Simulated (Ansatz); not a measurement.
# AlAs: the cost of one run

Method: def2-QZVPP, all electrons in the functionals, frozen cores in the correlation of double hybrids and RPA; program: Ansatz 0.2.0, Gaussian basis.

To be run: wB97M-V, B2PLYP, at charge 0, triplet; charge 0, singlet; charge 0, quintet; charge 1, doublet; charge 1, quartet.

10 further runs of the same task are left out: 10 set aside as unsound or not needed.

### 1 What is computed

The geometry is a PBE0/def2-TZVP stationary point (not a proven minimum). No spin-orbit coupling is included. The filled d shell of As may be among the frozen orbitals whatever the setting's name suggests; the logs give the count.

2 atoms, charge 0, spin multiplicity 3.

Atoms are counted from 1 here; the program's logs count them from 0.

Bond lengths: Al1–As2 2.305 Å.

No dispersion term is added; wB97M-V holds VV10 nonlocal correlation.

The geometry shown and the zero of energy belong to the point charge 0, triplet. The yardstick, RCCSD(T), and other wave-function levels (R restricted, U unrestricted, valence and pair active spaces) come from earlier runs.

### 2 wB97M-V, charge 0, triplet

in.yaml reads:

```yaml
crystal:
  periodic: [false, false, false]
  atoms:
    - {symbol: Al, position_ang: [0.000000, 0.000000, 0.000000]}
    - {symbol: As, position_ang: [0.000000, 0.000000, 2.305200]}
basis:
  gaussian: {orbitals: "def2-QZVPP.json"}
magnetization: {spin_polarized: true, initial_magnetization: 2}
hamiltonian: {xc: {name: wB97M-V}}
output: {orbitals: {seedname: orbitals}}
```

Started as:

```bash
> ansatz run in.yaml --threads 1 --pin off --events-out ev --progress --plain --max-ram 2393MiB
```

Q: Estimate wall time and peak memory on 1 thread of Arm Neoverse V2, shared host.

About 62 s, with a peak of 0.66 GiB.
